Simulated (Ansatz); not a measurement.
# CH3CuS: the cost of one run

All numbers are computed with Ansatz 0.2.0 through its Python package. Level of theory: Hartree-Fock/def2-SVPD.

## Step 1: The structure

Bond lengths: C1–S2 1.752 Å, S2–Cu3 2.195 Å, C1–H4 1.089 Å, C1–H5 1.114 Å, C1–H6 1.151 Å. Angles: C1–S2–Cu3 136.2°, S2–C1–H4 111.6°, S2–C1–H5 113.7°, S2–C1–H6 112.4°, H4–C1–H5 104.2°, H4–C1–H6 107.0°, H5–C1–H6 107.3°.

The script reads ch3cus.xyz:

```xyz
6

C    -0.41360    0.38750   -0.36750
S     0.30620   -1.08980    0.24070
Cu    1.93200   -1.60750    1.62080
H    -1.20700    0.18180   -1.08410
H     0.29950    1.03620   -0.92660
H    -0.87500    1.02780    0.47050
```

## Step 2: The code

Input file ch3cus_field.py:

```python
"""Dipole of CH3CuS in the field of point charges."""

import ansatz as az
import numpy as np


def main() -> None:
    mol = az.Crystal.molecule_from_extxyz("ch3cus.xyz")

    base = mol.calculation().basis(gaussian="def2-SVPD").functional("hf").forces()
    # charges +q and -q at -R and +R make a nearly even field 2 k q / R^2 at the centre
    centre = np.mean([site.position_ang for site in mol.cartesian_sites], axis=0)
    field = 2 * 14.399645 * 2.0 / 40.0 ** 2


    def dipole(axis, sign):
        arm = 40.0 * np.eye(3)[axis]
        pair = [{"charge": sign * 2.0, "position_ang": (centre - arm).tolist()}, {"charge": -sign * 2.0, "position_ang": (centre + arm).tolist()}]
        deck = base.input().set(az.key.basis.gaussian.point_charges, pair)
        return np.array(az.Session.from_dict(deck).plan().execute().report["charge_distribution"]["dipole_moment_e_ang"])


    print(f"field {field:.4f} V/A")
    alpha = np.array([(dipole(axis, 1) - dipole(axis, -1)) / (2 * field) * 14.399645 for axis in range(3)])
    print("polarisability tensor (A^3)")
    print(np.array2string(alpha, precision=3, suppress_small=True))
    print(f"mean {np.trace(alpha) / 3:.3f} A^3 = {np.trace(alpha) / 3 / 0.14818471:.2f} bohr^3")


if __name__ == "__main__":
    main()
```

## Step 3: The input behind the calls

The engine receives this input (first run):

```yaml
crystal:
  periodic: [false, false, false]
  atoms:
    - { symbol: C, position_ang: [-0.4136, 0.3875, -0.3675] }
    - { symbol: S, position_ang: [0.3062, -1.0898, 0.2407] }
    - { symbol: Cu, position_ang: [1.932, -1.6075, 1.6208] }
    - { symbol: H, position_ang: [-1.207, 0.1818, -1.0841] }
    - { symbol: H, position_ang: [0.2995, 1.0362, -0.9266] }
    - { symbol: H, position_ang: [-0.875, 1.0278, 0.4705] }
basis:
  gaussian:
    orbitals: def2-SVPD
    point_charges:
      - { charge: 2.0, position_ang: [-39.992983333333335, -0.010666666666666677, -0.007700000000000012] }
      - { charge: -2.0, position_ang: [40.007016666666665, -0.010666666666666677, -0.007700000000000012] }
hamiltonian:
  xc: hf
output:
  forces: true
```

## Step 4: Launch

Started as:

```bash
$ python ch3cus_field.py
```

**Question.** How long does this script take on 1 thread of Arm Neoverse V2, shared host, and how much memory does it need?

About 10 s, with a peak of 0.27 GiB.
